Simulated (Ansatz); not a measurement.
**HBrO (triplet): from Hartree-Fock to the top rungs at distance Br1–H2 along a hydrogen transfer = 1.669 Å, cc-pVDZ**

Aim: climb from Hartree-Fock through coupled cluster and multireference methods for HBrO (triplet) at one geometry and basis, and see what each rung misses.

Method: cc-pVDZ, core rule «outside noble gas», up to 15 orbitals frozen; program: Ansatz 0.2.0, Gaussian basis.

To be run: UHF; CCSD(T) on ROHF; CCSD(T) on UHF; BCCD(T) on ROHF; CISD; CCSDT(Q) on ROHF; CCSDT(Q) on UHF; CASSCF and MRCISD+Q, 4 electrons in 4 orbitals; CASSCF and NEVPT2, 4 electrons in 4 orbitals; CASSCF and MRCISD+Q, 14 electrons in 9 orbitals; CASSCF and NEVPT2, 14 electrons in 9 orbitals.

8 further runs of the same task are left out: 1 for a mislabelled method, 4 that didn't finish, 3 set aside as unsound or not needed.

## 1. The system

The geometry derives from fragments relaxed apart (PBE0/def2-TZVP) and kept rigid, so it is no stationary point. A hydrogen atom is moved between rigid fragments. No spin-orbit coupling is included. The filled d shell of Br may be among the frozen orbitals whatever the setting's name suggests; the logs give the count.

3 atoms, charge 0, spin multiplicity 3.

Atoms are counted from 1 here; the program's logs count them from 0.

Bond lengths: Br1–H2 1.669 Å, H2–O3 1.089 Å. Angles: Br1–H2–O3 180.0°.

Geometry (Å):

```
Br    0.0000    0.0000   -1.4757
H     0.0000    0.0000    0.1933
O     0.0000    0.0000    1.2823
```

## 2. UHF

in.yaml

```yaml
crystal:
  periodic: [false, false, false]
  atoms:
    - {symbol: Br, position_ang: [0.000000, 0.000000, -1.475667]}
    - {symbol: H, position_ang: [0.000000, 0.000000, 0.193333]}
    - {symbol: O, position_ang: [0.000000, 0.000000, 1.282333]}
basis:
  gaussian: {orbitals: cc-pVDZ}
magnetization: {spin_polarized: true, initial_magnetization: 2}
hamiltonian: {xc: hf}
output: {orbitals: {seedname: orbitals}}
```

The run is started by

```sh
$ ansatz run in.yaml --threads 1 --pin off --events-out ev --progress --plain --max-ram 2393MiB
```

The runs that follow: CCSD(T) on ROHF; CCSD(T) on UHF; BCCD(T) on ROHF; CISD; CCSDT(Q) on ROHF; CCSDT(Q) on UHF; CASSCF and MRCISD+Q, 4 electrons in 4 orbitals; CASSCF and NEVPT2, 4 electrons in 4 orbitals; CASSCF and MRCISD+Q, 14 electrons in 9 orbitals; CASSCF and NEVPT2, 14 electrons in 9 orbitals.

**Question.** What will the summary of the whole plan be? Wanted: UCCSDT(Q) below the RHF energy; RMP2 from UCCSDT(Q); UMP2 from UCCSDT(Q); RCCSD from UCCSDT(Q); RCCSD(T) from UCCSDT(Q); UCCSD(T) from UCCSDT(Q); RCCSDT(Q) from UCCSDT(Q); NEVPT2 pair from UCCSDT(Q); MRCISD+Q pair from UCCSDT(Q).

As calculated:

```
                         quantity                                                   value
   UCCSDT(Q) below the RHF energy                                              -8.3041 eV
              RMP2 from UCCSDT(Q)                                              +892.6 meV
              UMP2 from UCCSDT(Q)                                              +979.1 meV
             RCCSD from UCCSDT(Q)                                              +167.1 meV
          RCCSD(T) from UCCSDT(Q)                                               +33.9 meV
          UCCSD(T) from UCCSDT(Q)                                               +31.6 meV
         RCCSDT(Q) from UCCSDT(Q)                                                +2.3 meV
       NEVPT2 pair from UCCSDT(Q)                                              +854.7 meV
     MRCISD+Q pair from UCCSDT(Q)                                               +60.1 meV
    NEVPT2 valence from UCCSDT(Q)                                             +1381.3 meV
levels within 1 kcal/mol (43 meV)  RCCSD(T), UCCSD(T), BCCD(T), RCCSDT, UCCSDT, RCCSDT(Q)
                    T1 diagnostic                                                   0.024
   effectively unpaired electrons                                                    2.01
```

In words: RCCSD(T) misses by +33.9 meV, 0.4 % of the correlation energy. One determinant dominates. Of the multireference levels listed MRCISD+Q valence comes nearest in total energy (+47.3 meV), which doesn't show that its space is the better one. These misses are within one basis, not against nature; the frozen cores of restricted and unrestricted runs differ, which can shift their rows.
